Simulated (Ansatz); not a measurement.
What does this script print? It uses Ansatz 0.2.0 through its Python package.

`c2h6ge2_tae.py`:
```python
'''Energy to split C2H6Ge2 into its atoms.'''

from collections import Counter

import ansatz as az
from ase import Atoms


def energy_of(molecule, charge=0, unpaired=0):
    calc = molecule.calculation().basis(gaussian='6-31G*').functional('r2scan')
    if charge:
        calc = calc.charge(charge)
    if unpaired:
        calc = calc.spin('collinear', total=unpaired)
    return calc.run().report['free_energy_ev']


def main() -> None:
    atoms = Atoms(['Ge', 'C', 'C', 'Ge', 'H', 'H', 'H', 'H', 'H', 'H'], positions=[
        [1.0213, 2.229, -0.2547],
        [0.2253, 0.5413, -0.0678],
        [-0.2771, -0.555, 0.0462],
        [-0.914, -2.2756, 0.256],
        [0.1693, 3.0543, -1.3487],
        [0.9086, 3.0377, 1.0883],
        [2.4764, 2.1527, -0.7169],
        [-1.856, -2.5838, -0.9644],
        [-1.8262, -2.3212, 1.602],
        [0.1556, -3.3306, 0.363],
    ])
    geometry = az.Crystal.molecule_from_ase(atoms)

    # unpaired electrons of the ground-state atoms
    unpaired = {'Ge': 2, 'C': 2, 'H': 1}
    counts = Counter(site.symbol for site in geometry.cartesian_sites)
    atom_energy = {s: energy_of(az.Crystal.molecule().atom(s, (0, 0, 0)), 0, unpaired[s]) for s in counts}
    whole = energy_of(geometry, 0, 0)
    for s, e in atom_energy.items():
        print(f'{s:2s} x{counts[s]}  {e:14.5f} eV')
    print(f'C2H6Ge2: {whole:.5f} eV')
    split = sum(counts[s] * e for s, e in atom_energy.items()) - whole
    print(f'atomisation energy (no zero-point term): {96.485332 * split:.1f} kJ/mol, {split / sum(counts.values()):.3f} eV an atom')


if __name__ == '__main__':
    main()
```

Output of `python c2h6ge2_tae.py`:
```text
Ge x2    -56507.83990 eV
C  x2     -1029.12978 eV
H  x6       -13.55744 eV
C2H6Ge2: -115188.26844 eV
atomisation energy (no zero-point term): 3182.5 kJ/mol, 3.298 eV an atom
```

3182.5 kJ/mol from the electronic energies, without the zero-point term.

What to keep in mind:
- Total energies depend on the basis set; only differences at equal settings carry meaning.
- The geometry is a force-field or estimated start, not a minimum of this method, and the basis set is short of its limit. All parts are taken at fixed geometry, without zero-point energy.
- It ran for 13 s on 1 thread of Arm Neoverse V1, with other jobs on the host, peak memory 0.25 GiB.

(Lines on the test bed's own set-up are left out of the output.)
